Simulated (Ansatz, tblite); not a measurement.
# Sn22H28 ring sphere (Sn21AsH28+): rung by rung

The task here is to estimate one member of a computed series from the others.

The runs use Ansatz 0.2.0, Gaussian basis; as each input shows.

Levels to be run: GFN1-xTB, GFN2-xTB, PBE-D4/def2-TZVP, r2SCAN-D4/def2-TZVP, BHLYP-D4/def2-TZVP, PBE-D4/def2-SVP, PBE0-D4/def2-SVP, MP2/def2-SVP.

2 further runs of the same task are left out: 1 for a known fault of the program, 1 set aside as unsound or not needed.

## The relaxed structure

The geometry is that of the singlet, from an earlier relaxation (r2SCAN-D4/def2-SVP).

50 atoms, charge 1, spin multiplicity 1.

Bond lengths: Sn1–Sn14 2.799 Å, Sn1–Sn15 2.809 Å, Sn1–H23 1.717 Å, Sn1–H24 1.717 Å, Sn2–Sn15 2.815 Å, Sn2–Sn16 2.800 Å, Sn2–H25 1.718 Å, Sn2–H26 1.718 Å, Sn3–Sn14 2.797 Å, Sn3–Sn17 2.802 Å, Sn3–H27 1.716 Å, Sn3–H28 1.715 Å, Sn4–Sn14 2.804 Å, Sn4–As18 2.656 Å, Sn4–H29 1.718 Å, Sn4–H30 1.718 Å, Sn5–Sn15 2.819 Å, Sn5–As18 2.672 Å and more. Angles: Sn14–Sn1–Sn15 109.1°, Sn14–Sn1–H23 109.4°, Sn14–Sn1–H24 109.9°, Sn15–Sn1–H23 109.1°, Sn15–Sn1–H24 110.2°, H23–Sn1–H24 109.1°, Sn15–Sn2–Sn16 110.6°, Sn15–Sn2–H25 108.1°, Sn15–Sn2–H26 106.7°, Sn16–Sn2–H25 111.3°, Sn16–Sn2–H26 111.5°, H25–Sn2–H26 108.5°, Sn14–Sn3–Sn17 106.6°, Sn14–Sn3–H27 109.5°, Sn14–Sn3–H28 110.5°, Sn17–Sn3–H27 110.0°, Sn17–Sn3–H28 110.6°, H27–Sn3–H28 109.7° and more.

Sn takes a core potential in the def2 sets. No spin-orbit coupling is included. The ion is computed in the gas phase, without counter-ions or solvent.

PBE0-D4/def2-TZVP was run before; its log isn't repeated, and its numbers join the tables.

The first run:

Tight binding, by tblite at 300 K electronic temperature and without a spin-polarisation term:

```python
tblite.interface.Calculator('GFN1-xTB', numbers, positions, charge=1, uhf=0).singlepoint()
```

Tight binding, by tblite at 300 K electronic temperature and without a spin-polarisation term:

```python
tblite.interface.Calculator('GFN2-xTB', numbers, positions, charge=1, uhf=0).singlepoint()
```

start.molden holds the orbitals of an earlier run on this state, given as this run's starting guess.

File in.yaml:

```yaml
crystal:
  periodic: [false, false, false]
  atoms:
    - {symbol: Sn, position_ang: [-4.312655, -1.145336, -2.174384]}
    - {symbol: Sn, position_ang: [-4.325101, 2.191189, 1.107347]}
    - {symbol: Sn, position_ang: [-1.040041, -1.157544, -5.472573]}
    - {symbol: Sn, position_ang: [-0.899242, -4.062976, -1.999652]}
    - {symbol: Sn, position_ang: [-1.050970, -0.921456, 1.049317]}
    - {symbol: Sn, position_ang: [1.997499, -4.063485, 0.893842]}
    - {symbol: Sn, position_ang: [2.139764, -0.976477, -2.143743]}
    - {symbol: Sn, position_ang: [2.172926, -1.146039, 4.308860]}
    - {symbol: Sn, position_ang: [-1.057150, 2.182265, -2.173786]}
    - {symbol: Sn, position_ang: [-1.082502, 5.448750, 1.081128]}
    - {symbol: Sn, position_ang: [2.172073, 2.182634, 1.053055]}
    - {symbol: Sn, position_ang: [-1.109255, 2.190081, 4.322553]}
    - {symbol: Sn, position_ang: [5.470068, -1.158636, 1.035422]}
    - {symbol: Sn, position_ang: [-2.613640, -2.708840, -3.757006]}
    - {symbol: Sn, position_ang: [-2.762307, 0.591557, -0.602207]}
    - {symbol: Sn, position_ang: [-2.695064, 3.824573, 2.693387]}
    - {symbol: Sn, position_ang: [0.487141, 0.534755, -3.843194]}
    - {symbol: As, position_ang: [0.535693, -2.370709, -0.539252]}
    - {symbol: Sn, position_ang: [0.601491, 0.592169, 2.759199]}
    - {symbol: Sn, position_ang: [3.754368, -2.709771, 2.609065]}
    - {symbol: Sn, position_ang: [3.840310, 0.533895, -0.491267]}
    - {symbol: Sn, position_ang: [0.534687, 3.822127, -0.537810]}
    - {symbol: H, position_ang: [-5.343013, -0.218054, -3.187779]}
    - {symbol: H, position_ang: [-5.271407, -2.155383, -1.170513]}
    - {symbol: H, position_ang: [-5.292964, 1.150925, 2.073795]}
    - {symbol: H, position_ang: [-5.360475, 3.122309, 0.101154]}
    - {symbol: H, position_ang: [-2.055594, -0.227229, -6.495438]}
    - {symbol: H, position_ang: [-0.023294, -2.158402, -6.424771]}
    - {symbol: H, position_ang: [-1.676896, -4.989621, -0.779350]}
    - {symbol: H, position_ang: [0.341686, -5.011293, -2.716372]}
    - {symbol: H, position_ang: [-1.858288, -2.219080, 1.858049]}
    - {symbol: H, position_ang: [0.778119, -4.992422, 1.670134]}
    - {symbol: H, position_ang: [2.715344, -5.009395, -0.348245]}
    - {symbol: H, position_ang: [2.926574, -2.297104, -2.930848]}
    - {symbol: H, position_ang: [1.168135, -2.155572, 5.267218]}
    - {symbol: H, position_ang: [3.187161, -0.220110, 5.339605]}
    - {symbol: H, position_ang: [-2.062669, 3.158984, -3.180540]}
    - {symbol: H, position_ang: [-2.054878, 6.444649, 0.075996]}
    - {symbol: H, position_ang: [-0.076504, 6.443506, 2.053793]}
    - {symbol: H, position_ang: [3.179802, 3.159392, 2.057531]}
    - {symbol: H, position_ang: [-2.075588, 1.148064, 5.288720]}
    - {symbol: H, position_ang: [-0.103886, 3.120278, 5.359531]}
    - {symbol: H, position_ang: [6.421824, -2.159379, 0.018112]}
    - {symbol: H, position_ang: [6.493375, -0.228385, 2.050596]}
    - {symbol: H, position_ang: [-3.451370, -3.964527, -4.586663]}
    - {symbol: H, position_ang: [-3.699343, 4.798756, 3.698568]}
    - {symbol: H, position_ang: [1.594122, 1.480532, -4.767198]}
    - {symbol: H, position_ang: [4.584026, -3.965777, 3.446284]}
    - {symbol: H, position_ang: [4.764328, 1.478635, -1.599134]}
    - {symbol: H, position_ang: [1.558977, 4.756980, -1.563133]}
basis:
  gaussian: {orbitals: def2-TZVP, fitting: {mean_field: def2-universal-jkfit}, initial_orbitals: start.molden}
total_charge: 1
hamiltonian: {xc: pbe, dispersion: d4}
scf: {omitted_lower_state_checks: [starts]}
output: {orbitals: {seedname: orbitals}}
```

Started as:

```sh
ansatz run in.yaml --threads 11 --pin off --events-out ev --progress --plain --max-ram 120832MiB --backend cuda --devices 0, --max-vram 75GiB
```

Among the steps run: PBE-D4/def2-TZVP; r2SCAN-D4/def2-TZVP; BHLYP-D4/def2-TZVP; PBE-D4/def2-SVP; PBE0-D4/def2-SVP; MP2/def2-SVP.

One of the session's tables, all rows but one given; the rest of the session is left out.

| level | HOMO (eV) | LUMO (eV) | gap (eV) |
| --- | --- | --- | --- |
| PBE-D4/def2-SVP | -8.14 | -5.39 | 2.76 |
| PBE-D4/def2-TZVP | -8.18 | -5.45 | 2.74 |
| r2SCAN-D4/def2-TZVP | -8.39 | -5.32 | 3.07 |
| PBE0-D4/def2-SVP | -8.96 | -4.77 | 4.19 |
| PBE0-D4/def2-TZVP | ? | ? | ? |
| BHLYP-D4/def2-TZVP | -9.63 | -4.01 | 5.61 |

Q: Estimate the row for PBE0-D4/def2-TZVP from the others.

**Answer.** HOMO (eV): -8.97; LUMO (eV): -4.79; gap (eV): 4.17. In the column «HOMO (eV)» it lies between BHLYP-D4/def2-TZVP (-9.63) and PBE0-D4/def2-SVP (-8.96).
